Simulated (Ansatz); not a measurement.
Write a Python script for Ansatz 0.2.0 through its Python package that makes a convergence test of the k-point mesh of LaHg2, space group P-3m1. Settings (first run): LDA, PAW, cutoff 571 eV, 2×2×2 k-points, Fermi-Dirac smearing of 0.15 eV. The script varies spacing (1/A): 1.0, 0.6, 0.4, 0.3.

```
La Hg
1.0
     4.96000    0.00000    0.00000
    -2.48000    4.29549    0.00000
     0.00000    0.00000    3.65000
La Hg
1 2
Direct
  0.00000 0.00000 0.00000
  0.33333 0.66667 0.45000
  0.66667 0.33333 0.55000
```

The script, `run_kconv.py`:
```python
"""k-point test for LaHg2."""

import warnings

import ansatz as az

TOLERANCE = 1e-09
FUNCTIONAL = "LDA"
FILLING = "Fermi-Dirac"
SIGMA = 0.15

warnings.simplefilter("ignore", az.DeckWarning)

crystal = (
    az.Lattice.from_parameters(4.96, 4.96, 3.65, alpha=90, beta=90, gamma=120)
    .space_group(164)
    .atom("La", (0.0, 0.0, 0.0))
    .atom("Hg", (1 / 3, 2 / 3, 0.45))
)

model = (
    crystal.calculation()
    .scf(tolerance=TOLERANCE)
    .functional(FUNCTIONAL)
    .basis(21 * az.Ha)
    .occupations(FILLING, width=SIGMA)
    .forces()
    .stress()
)

rows = []
for value in [1.0, 0.6, 0.4, 0.3]:
    summary = model.kpoints(spacing=value).run(threads=1, backend="cpu").report
    rows.append((value, summary["free_energy_ev"] / len(summary["lattice"]["sites"]), summary["n_iterations"], sum(summary["stress_gpa"][i][i] for i in range(3)) / 3, max(abs(f) for row in summary["forces_ev_ang"] for f in row), summary["n_kpoints"]))

print("spacing (1/A)   F/atom (eV)    iterations       P (GPa)  max component (eV/A)      k-points")
for row in rows:
    print(f"{str(row[0]):>12s}  {row[1]:12.5f}  {row[2]:12d}  {row[3]:12.3f}  {row[4]:20.4f}  {row[5]:12d}")

# the last row is the reference
for row in rows[:-1]:
    shift = 1000 * (row[1] - rows[-1][1])
    print(f"{row[0]}: {shift:+.2f} meV/atom" + ("  (within 2 meV)" if abs(shift) < 2 else ""))
```

```console
$ python run_kconv.py
spacing (1/A)   F/atom (eV)    iterations       P (GPa)  max component (eV/A)      k-points
         1.0  -11040.99434             8        -3.681                0.0252             4
         0.6  -11040.88838             8        -2.135                0.1542             7
         0.4  -11040.95807             8        -3.160                0.2269            14
         0.3  -11040.95485             8        -2.898                0.2578            24
1.0: -39.49 meV/atom
0.6: +66.47 meV/atom
0.4: -3.22 meV/atom
```

Notes:
- A Fermi-Dirac width this large means warm electrons, whose thermal share enters the free energy.
- The program warned that this SCF threshold is loose for forces or stresses.
- Pressure is positive in compression.
- Spin-orbit coupling, which matters for elements this heavy, is left out.
- The structure is a deposited one; some such entries were measured under pressure or heat, so a shift against it needn't be the functional's error alone.
- Shifts are counted from the finest mesh, which is itself no proven limit.
- The script silences the warnings on its input, which a real study should read.
- Hardware and time: 9.4 s on 1 thread of Intel(R) Xeon(R) Processor @ 2.30GHz, on a shared host, peak memory 0.58 GiB.
